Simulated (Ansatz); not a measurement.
## Rb3Sr in Ansatz: convergence with xc grid

Input of the first run (xc grid 1); the others differ in this setting and in those tied to it:

File input.yaml:

```yaml
crystal:
  lattice:
    - [-3.411771, 3.411771, 6.93246]
    - [3.411771, -3.411771, 6.93246]
    - [3.411771, 3.411771, -6.93246]
  atoms:
    - { symbol: Sr, position: [0.0, 0.0, 0.0] }
    - { symbol: Rb, position: [0.5, 0.5, 0.0] }
    - { symbol: Rb, position: [0.25, 0.75, 0.5] }
    - { symbol: Rb, position: [0.75, 0.25, 0.5] }
hamiltonian:
  xc: pbesol
  pseudopotentials: { kind: nc }
kpoints:
  mp_grid: { grid: [5, 5, 5] }
scf:
  occupations: { method: fermi_dirac, width: 0.1 }
output:
  forces: true
  stress: true
  eigenvalues: true
basis:
  xc_grid: 1
```

Potentials or basis: PseudoDojo standard (PBEsol files).

Run with:

```console
$ ansatz run input.yaml --threads 2 --pin off --max-ram 5632MiB --backend cpu --events-out ev --progress --plain --runs-dir out
```

The cell comes from a database or a generator and needn't be the stable form of this composition.

Hardware: 2 threads of Arm Neoverse V2 (shared host).

```csv
xc grid,"energy less the tightest run, at zero smearing (meV/atom)",SCF cycles,CPU time (s),peak memory (GiB)
1,0.00,8,21,1
2,0.00,8,22,1.1
3,0.00,8,24,1.7
4,0.00,8,27,3
5,0.00,8,32,4.8
```

Against the tightest run, the energy stays within 1 meV/atom from 1 on. The tightest run that finished is the yardstick and may itself not be fully converged.
